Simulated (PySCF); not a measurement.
# CuN+: bond curves at several levels of theory

An exercise on one series of results from a longer session: the logs are not shown, and one member is left open.

Method: Cu def2-TZVPPD, N def2-TZVPPD, no relativity; program: PySCF 2.14.0.

The first run:

A driver script around PySCF takes these settings:

```yaml
atoms: Cu, N
charge: 1
basis: Cu def2-TZVPPD, N def2-TZVPPD
Hamiltonian: no relativity
basis_functions: 104
electrons_treated: 35
masses_in_u: 62.9296, 14.0031
levels: PBE0, PBE, r²SCAN, M06-2X, MN15, revPBE, r²SCAN0, B97-3, LC-ωPBE, HF, MP2, SCS-MP2
grid: 80 radial by 434 angular points
occupations: held fixed by the projection of orbital angular momentum
dissociation_limit: Cu+ + N, each in its ground configuration
starting_distance_in_angstrom: 1.890
values_of_2S_to_try: 1, 3, 5
```

The run is started by

```bash
$ OMP_NUM_THREADS=2 python dia.py task.json out
```

Among the steps run: Input; The PBE0 curve of the state that the search chose; Other states along the same grid; PBE; r²SCAN (meta-GGA); M06-2X (hybrid meta-GGA); MN15 (hybrid meta-GGA); revPBE; r²SCAN0 (hybrid meta-GGA); B97-3 (global hybrid GGA); LC-ωPBE; UHF.

One of the session's tables, all rows but one given; the rest of the session is left out.

It belongs to the step «The curves together». Energy (eV) from each level's lowest point:

| R (Å) | UHF | UHF-MP2 | UHF-SCS-MP2 | PBE | revPBE |
| --- | --- | --- | --- | --- | --- |
| 1.616 | 1.613 | 0.531 | 0.702 | 0.276 | 0.333 |
| 1.691 | 1.095 | 0.274 | 0.397 | 0.074 | 0.108 |
| 1.766 | 0.731 | 0.126 | 0.210 | 0.000 | 0.014 |
| 1.823 | 0.532 | 0.061 | 0.121 | 0.000 | 0.000 |
| 1.879 | 0.381 | 0.023 | 0.063 | 0.032 | 0.018 |
| 1.935 | 0.267 | 0.004 | 0.026 | 0.085 | 0.059 |
| 2.010 | 0.158 | 0.000 | 0.003 | 0.175 | 0.134 |
| 2.104 | 0.074 | 0.016 | 0.000 | 0.304 | 0.246 |
| 2.217 | ? | ? | ? | ? | ? |
| 2.368 | 0.000 | 0.113 | 0.065 | 0.648 | 0.549 |

Q: Estimate the row for R (Å) = 2.217 from the others.

Worked estimate for «UHF». A straight line through the neighbours (2.104, 0.074) and (2.368, 0.000) gives 0.074 + (0.000 − 0.074) × (2.217 − 2.104) / (2.368 − 2.104) = 0.042; a parabola fitted to 3 rows on both sides gives 0.013.

**Answer.** UHF: 0.021; UHF-MP2: 0.053; UHF-SCS-MP2: 0.020; PBE: 0.460; revPBE: 0.383. In «UHF» the line misses by +0.021 and the parabola by -0.008.

Caveats from the session: The state is the lowest single determinant that the PBE0 search found; with open d or f shells the true ground state can be another one.
